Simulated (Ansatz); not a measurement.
**HfC (quintet): from Hartree-Fock to the top rungs, def2-TZVPP**

The task here is to estimate one member of a computed series from the others.

The runs use Ansatz 0.2.0, Gaussian basis; def2-TZVPP, core rule «outside noble gas», up to 5 orbitals frozen.

To be run: UHF; ROHF; CCSD(T) on UHF.

### The system

The geometry is a PBE0/def2-TZVP stationary point (not a proven minimum). No spin-orbit coupling is included. Elements past krypton take def2 core potentials.

2 atoms, charge 0, spin multiplicity 5.

Atoms are counted from 1 here; the program's logs count them from 0.

Bond lengths: Hf1–C2 2.091 Å.

Set-up of the first run:

Contents of in.yaml:

```yaml
crystal:
  periodic: [false, false, false]
  atoms:
    - {symbol: Hf, position_ang: [0.000000, 0.000000, 0.000000]}
    - {symbol: C, position_ang: [0.000000, 0.000000, 2.090600]}
basis:
  gaussian: {orbitals: def2-TZVPP}
magnetization: {spin_polarized: true, initial_magnetization: 4}
hamiltonian: {xc: hf}
output: {orbitals: {seedname: orbitals}}
```

On the command line:

```console
$ ansatz run in.yaml --threads 1 --pin off --events-out ev --progress --plain --max-ram 4096MiB --backend cpu
```

Among the steps run: UHF; ROHF; CCSD(T) on UHF.

One of the session's tables, all rows but one given; the rest of the session is left out.

```
  method  from UCCSD(T) (kJ/mol)
    ROHF                  +506.3
     UHF                  +462.0
    UMP2                       ?
   UCCSD                   +25.7
UCCSD(T)                       0
```

Estimate the missing values for UMP2.

The run gave: from UCCSD(T) (kJ/mol): +115.6. In the column «from UCCSD(T) (kJ/mol)» it lies between UCCSD (+25.7) and UHF (+462.0).

With the free atoms at the same levels and basis (separate runs), the atomisation energy is 3.256 eV at UCCSD(T), 2.419 eV at ROHF.
